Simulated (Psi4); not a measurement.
# BAsH6 (SMILES [BH3-][AsH3+]), step by step

We compute a series of 9 runs (PBE0-D4/def2-TZVP, PBE-D4/def2-TZVPP, r2SCAN-D4/def2-TZVPP, B3LYP-D4/def2-TZVPP, PBE0-D4/def2-TZVPP, wB97M-V/def2-TZVPP, CCSD(T)/def2-TZVPP, MP2/def2-QZVPP) of BAsH6. 

The results are computed with Psi4 1.11.

### 1 Starting point

BAsH6: 8 atoms, total charge 0, spin state singlet. SMILES: `[BH3-][AsH3+]`. The run starts from this shape.

Bond lengths: B1–As2 2.050 Å, B1–H3 1.207 Å, B1–H4 1.207 Å, B1–H5 1.207 Å, As2–H6 1.507 Å, As2–H7 1.507 Å, As2–H8 1.507 Å. Some angles: B1–As2–H6 118.8°, B1–As2–H7 119.1°, B1–As2–H8 118.6°, As2–B1–H3 102.8°, As2–B1–H4 102.6°, As2–B1–H5 102.5°, H6–As2–H7 98.7°, H6–As2–H8 98.7°, H7–As2–H8 98.7°, H3–B1–H4 115.4°.

### 2 A geometry optimisation at PBE0-D4/def2-TZVP (density fitting) (run 2)

input.in

```
memory 3300 MB

molecule {
  0 1
  B     -0.671880     0.205880    -0.994780
  As     0.440850    -0.125440     0.694420
  H     -1.780120    -0.129230    -0.654940
  H     -0.140010    -0.511990    -1.806100
  H     -0.522550     1.389700    -1.176730
  H      0.081310     0.613480     1.957850
  H      0.515250    -1.520530     1.260010
  H      1.915130     0.185410     0.659720
  symmetry c1
}

set globals {
  basis                   def2-TZVP
  scf_type                df
  geom_maxiter            50
  max_force_g_convergence 0.0002
}

optimize("pbe0-d4")
print_variables()
```

The run is started by

```sh
$ psi4 input.in input.out -n 2
```

input.out:

```text
[...]
  Running in c1 symmetry.
[...]
  Nuclear repulsion =  109.538849794352458
[...]
  Multiplicity = 1
[...]
  Nalpha       = 22
  Nbeta        = 22
[...]
    Number of basis functions: 115
[...]
   @DF-RKS iter   1: -2262.59757609816461   -1.88190e+00   2.41937e-02 ADIIS/DIIS
[...]
   @DF-RKS iter  10: -2263.99009211353132   -2.18279e-11   5.88363e-09 DIIS
[...]
  @DF-RKS Final Energy: -2263.99009211353132
   => Energetics <=
    Nuclear Repulsion Energy =            109.5388497943524584
    One-Electron Energy =               -3367.9834341045125257
    Two-Electron Energy =                1061.6449668986981578
    DFT Exchange-Correlation Energy =     -67.1869509731519514
    Empirical Dispersion Energy =          -0.0035237289168951
    VV10 Nonlocal Energy =                  0.0000000000000000
    Total Energy =                      -2263.9900921135313183
[...]
 Multipole Moments:
 ------------------------------------------------------------------------------------
     Multipole            Electronic (a.u.)      Nuclear  (a.u.)        Total (a.u.)
 ------------------------------------------------------------------------------------
 L = 1.  Multiply by 2.5417464519 to convert [e a0] to [Debye]
 Dipole X            :          2.7931948           -1.9605281            0.8326667
 Dipole Y            :         -0.8440252            0.5959283           -0.2480969
 Dipole Z            :          4.2562250           -2.9919028            1.2643222
 Magnitude           :                                                    1.5340784
[...]
  -Total Gradient:
     Atom            X                  Y                   Z
    ------   -----------------  -----------------  -----------------
       1       -0.000150038592     0.000006005403    -0.000133489513
       2       -0.000077918181    -0.000022384265    -0.000066162336
       3        0.000082689551     0.000032562862    -0.000045761331
       4       -0.000009943934     0.000054306306     0.000059961503
       5        0.000045917317    -0.000067220221     0.000053920200
       6        0.000014894267     0.000004996562     0.000062460045
       7        0.000058432809    -0.000019545592     0.000088057907
       8        0.000046168005     0.000012042755    -0.000011042365
[...]
```

The script printed:

```text
Optimizer: Optimization complete!
```

It took 11 s on 2 threads of AMD EPYC 7R43 (Zen 3), shared host; peak memory 0.83 GiB.

### 3 Vibrational wavenumbers at PBE0-D4/def2-TZVP (density fitting) (run 3)

calc.inp

```
memory 3300 MB

molecule {
  0 1
  B     -1.26966919     0.38905681    -1.87986175
  As     0.83308576    -0.23704725     1.31226362
  H     -3.36393927    -0.24420931    -1.23765723
  H     -0.26458055    -0.96752088    -3.41303435
  H     -0.98747639     2.62615240    -2.22369742
  H      0.15365363     1.15930918     3.69980029
  H      0.97368139    -2.87338526     2.38107381
  H      3.61907119     0.35037412     1.24669012
  units bohr
  symmetry c1
}

set basis def2-TZVP
set scf_type df
set rotational_symmetry_number 3

frequency("pbe0-d4")
```

The run is started by

```sh
$ psi4 -n 2 calc.inp calc.out
```

calc.out:

```text
[...]
  Running in c1 symmetry.
[...]
  Nuclear repulsion =  109.538849897553334
[...]
  Multiplicity = 1
[...]
  Nalpha       = 22
  Nbeta        = 22
[...]
    Number of basis functions: 115
[...]
   @DF-RKS iter   1: -2262.59757610597671   -1.88190e+00   2.41937e-02 ADIIS/DIIS
[...]
   @DF-RKS iter  10: -2263.99009330535864   -1.90994e-11   5.92855e-09 DIIS
[...]
  @DF-RKS Final Energy: -2263.99009330535864
   => Energetics <=
    Nuclear Repulsion Energy =            109.5328463475517253
    One-Electron Energy =               -3367.9712281964639260
    Two-Electron Energy =                1061.6386252769225393
    DFT Exchange-Correlation Energy =     -67.1868130562936585
    Empirical Dispersion Energy =          -0.0035236770752546
    VV10 Nonlocal Energy =                  0.0000000000000000
    Total Energy =                      -2263.9900933053586414
[...]
  -Total Gradient:
     Atom            X                  Y                   Z
    ------   -----------------  -----------------  -----------------
       1       -0.000110242923     0.000057897121    -0.000151638251
       2       -0.000071880772     0.000201868512    -0.000152979533
       3        0.000089621516     0.000026274873    -0.000027454800
       4       -0.000008839683     0.000051315654     0.000061439159
       5        0.000028064424    -0.000070451933     0.000036643570
       6       -0.000031926386    -0.000051867385     0.000083012931
       7        0.000042529657    -0.000235570743     0.000245488084
       8        0.000068007885     0.000018271169    -0.000086118392
[...]
  ==> Harmonic Vibrational Analysis <==
[...]
  Freq [cm^-1]                 199.7536            319.0470            334.4236
[...]
  IR activ [km/mol]             0.0027              0.5951              0.6023
[...]
  Freq [cm^-1]                 448.8021            780.8030            783.8108
[...]
  IR activ [km/mol]             0.0524              6.2150              5.8875
[...]
  Freq [cm^-1]                 905.4262           1017.1115           1019.1193
[...]
  IR activ [km/mol]            166.3268             5.0312              5.3193
[...]
  Freq [cm^-1]                1066.2023           1139.7091           1142.3475
[...]
  IR activ [km/mol]            92.4283              4.1946              4.1974
[...]
  Freq [cm^-1]                2285.3025           2297.6780           2298.4382
[...]
  IR activ [km/mol]            78.1201             36.8838             36.7991
[...]
  Freq [cm^-1]                2465.9185           2557.6340           2559.4034
[...]
  IR activ [km/mol]            34.0658             100.2240            100.0985
[...]
```

The script printed:

```text
Warning: used thermodynamics relations inappropriate for low-frequency modes: ['199.7536' '319.0470' '334.4236' '448.8021']
```

It took 4.7 min on 2 threads of AMD EPYC 7R43 (Zen 3), shared host; peak memory 0.95 GiB.

Runs 4 to 9 aren't shown in full; the table further down has their settings and results.

### 4 The energy at MP2/def2-QZVPP (density fitting, density fitting for correlation) (run 10)

job.in

```
memory 3.3 GB

molecule {
  0 1
  B
  As 1 2.049716
  H 1 1.206642 2 102.80321
  H 1 1.20684 3 115.39858 2 110.8602
  H 1 1.206994 3 115.3709 4 138.50126
  H 2 1.507159 1 118.822 3 -60.10059
  H 2 1.507217 6 98.6852 1 -130.15239
  H 2 1.507094 6 98.71613 7 -100.26654
  symmetry c1
}

set scf_type df
set num_frozen_docc 10

energy_value, wavefunction = energy('mp2/def2-QZVPP', return_wfn=True)
```

The run is started by

```sh
$ psi4 job.in job.out -n 2
```

job.out:

```text
[...]
  Running in c1 symmetry.
[...]
  Nuclear repulsion =  109.538867213506734
[...]
  Multiplicity = 1
[...]
  Nalpha       = 22
  Nbeta        = 22
[...]
    Number of basis functions: 326
[...]
   @DF-RHF iter   1: -2261.22432863831682   -2.78317e+00   9.20272e-03 ADIIS/DIIS
[...]
   @DF-RHF iter  10: -2262.38746310329452   -4.65207e-10   9.55833e-09 DIIS
[...]
    Orbital Energies [Eh]
    ---------------------
    Doubly Occupied:
       1A   -432.624468     2A    -56.348287     3A    -50.193688
       4A    -50.193687     5A    -50.192761     6A     -8.070435
       7A     -7.539587     8A     -5.925555     9A     -5.925553
      10A     -5.922527    11A     -2.160222    12A     -2.160220
      13A     -2.155541    14A     -2.155535    15A     -2.153441
      16A     -0.892378    17A     -0.686622    18A     -0.554288
      19A     -0.554261    20A     -0.441591    21A     -0.441507
      22A     -0.422915
[...]
  @DF-RHF Final Energy: -2262.38746310329452
   => Energetics <=
    Nuclear Repulsion Energy =            109.5388672135067338
    One-Electron Energy =               -3368.4225404154767602
    Two-Electron Energy =                 996.4962100986754194
    Total Energy =                      -2262.3874631032945217
[...]
 Multipole Moments:
 ------------------------------------------------------------------------------------
     Multipole            Electronic (a.u.)      Nuclear  (a.u.)        Total (a.u.)
 ------------------------------------------------------------------------------------
 L = 1.  Multiply by 2.5417464519 to convert [e a0] to [Debye]
 Dipole X            :         -0.0069449            0.0065439           -0.0004010
 Dipole Y            :          0.0121500           -0.0113829            0.0007671
 Dipole Z            :          5.2161406           -3.6263070            1.5898336
 Magnitude           :                                                    1.5898338
[...]
```

It took 11 s on 2 threads of AMD EPYC 7R43 (Zen 3), shared host; peak memory 0.97 GiB.

### 5 Overview of the runs

```csv
run,level,task,geom maxiter,energy (Eh),dipole moment (D),HOMO energy (eV),LUMO energy (eV),wall time
2,PBE0-D4/def2-TZVP (density fitting),optimise,50,-2263.990092,3.90,-8.64,0.12,11 s
3,PBE0-D4/def2-TZVP (density fitting),frequencies,–,-2263.990092,3.90,–,–,4.7 min
4,PBE-D4/def2-TZVPP (density fitting),energy,–,-2263.911547,3.77,-7.31,-0.76,17 s
5,r2SCAN-D4/def2-TZVPP (density fitting),energy,–,-2264.272482,3.84,-7.62,-0.21,42 s
6,B3LYP-D4/def2-TZVPP (density fitting),energy,–,-2264.366593,3.81,-8.47,-0.24,17 s
7,PBE0-D4/def2-TZVPP (density fitting),properties,–,-2263.991484,3.90,-8.64,0.10,16 s
8,wB97M-V/def2-TZVPP (density fitting),energy,–,-2264.135499,3.94,-11.04,1.64,49 s
9,"CCSD(T)/def2-TZVPP (density fitting, density fitting for correlation)",energy,–,-2262.814420,–,-11.50,2.93,3.1 min
10,"MP2/def2-QZVPP (density fitting, density fitting for correlation)",energy,–,-2263.101929,–,-11.51,2.21,11 s
```

### 6 Results

| quantity | value |
| --- | --- |
| run 10, MP2/def2-QZVPP: total energy | -2263.10193 Eh |
| run 10, MP2/def2-QZVPP: HOMO energy (Hartree–Fock orbitals) | -11.51 eV |
| run 10, MP2/def2-QZVPP: LUMO energy (Hartree–Fock orbitals) | 2.21 eV |
| run 10, MP2/def2-QZVPP: HOMO–LUMO gap (Hartree–Fock orbitals) | 13.72 eV |
| run 10, MP2/def2-QZVPP: correlation energy (10 core orbitals frozen) | -714.5 mEh |

Over runs 2, 3, 4, 5, 6, 7, 8 the dipole moment (its size) runs from 3.77 D (PBE-D4/def2-TZVPP) to 3.94 D (wB97M-V/def2-TZVPP). Over runs 2, 4, 5, 6, 7, 8 the HOMO–LUMO gap runs from 6.54 eV (PBE-D4/def2-TZVPP) to 12.67 eV (wB97M-V/def2-TZVPP). Totals of different functionals can't be ranked against each other. All runs together took 10 min, the longest 4.7 min.
